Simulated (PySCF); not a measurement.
# MoH₃: quartet, from a PBE0 minimum start

Aim: relax MoH₃ as a quartet from a PBE0 minimum start, check by its vibrations whether the end is a minimum, and collect its spectrum and constants.

The runs use PySCF 2.14.0; PBE0, basis Mo def2-TZVP with ECP28, H def2-TZVP, scalar-relativistic core potentials, no spin–orbit coupling, density fitting.

**1. The starting structure**

4 atoms, charge 0, spin multiplicity 4.

Bond lengths: Mo1–H2 1.695 Å, Mo1–H3 1.695 Å, Mo1–H4 1.695 Å. Angles: H2–Mo1–H3 107.4°, H2–Mo1–H4 107.4°, H3–Mo1–H4 107.4°.

```xyz
4
charge 0 multiplicity 4
Mo    0.0009   -0.0185   -0.0005
H    -0.0784    0.5586    1.5908
H     1.3608    0.6838   -0.7277
H    -1.3665    0.5587   -0.8181
```

**2. First SCF at the start**

The steps below are one call of a driver around PySCF. For each, scf.py gives the equivalent set-up of the SCF; relaxations use the driver's own optimiser. After this first run the driver tries any further starts and a stability analysis.

Input file scf.py:

```python
from pyscf import gto, scf, dft
mol = gto.M(atom='''
Mo     0.000866    -0.018541    -0.000463
H     -0.078411     0.558649     1.590811
H      1.360810     0.683834    -0.727657
H     -1.366547     0.558676    -0.818137''',
    basis={'Mo': 'def2-TZVP', 'H': 'def2-TZVP'},
    ecp={'Mo': 'def2-TZVP'},
    charge=0, spin=3)
mf = dft.UKS(mol, xc='PBE0')
mf.grids.atom_grid = (50, 194)
aux = {'Mo': 'def2-universal-JKFIT', 'H': 'def2-universal-JKFIT'}
mf = mf.density_fit(auxbasis=aux)
mf.conv_tol = 1e-08
mf.diis_space = 10
mf.max_cycle = 60
mf.init_guess = 'minao'
mf.verbose = 4
mf.kernel()
```

Started as:

```
> OMP_NUM_THREADS=2 python axn.py task.json out
```

After this run come: PBE0 minimum start, quartet: relaxation; Hessian and properties.

Q: Predict the outcome of this session. Wanted: minimum; geometry; wavenumbers; dipole moment; highest occupied, lowest empty level; polar-tensor charge of Mo1; zero-point energy; atomisation energy; ⟨S²⟩.

The runs gave:

```
                                          quantity                                   value
                                           minimum                            quartet, C3v
                                          geometry   Mo–H 1.695 Å (×3); H–Mo–H 107.4° (×3)
                                wavenumbers (cm⁻¹)  409 (a1), 605 (e), 1874 (e), 1909 (a1)
                                     dipole moment                                  2.56 D
highest occupied, lowest empty level (either spin)                         -6.65, -2.02 eV
                        polar-tensor charge of Mo1                                 +1.02 e
                                 zero-point energy                             43.5 kJ/mol
                               entropy at 298.15 K                         246.5 J/(mol K)
         atomisation energy (no zero-point energy)                              708 kJ/mol
                                              ⟨S²⟩                                   3.795
```

In words: The PBE0 minimum start keeps its C3v symmetry and ends in a minimum. In the infrared the band at 1874 cm⁻¹ (e, stretch) leads. Most of the spin sits on Mo1 (Mulliken spin 3.43, against 3 for the whole molecule). Only this shape and spin were tried, so other structures or states may lie lower. Open d and f shells are described by one determinant, and the ground state may have another occupation or spin.
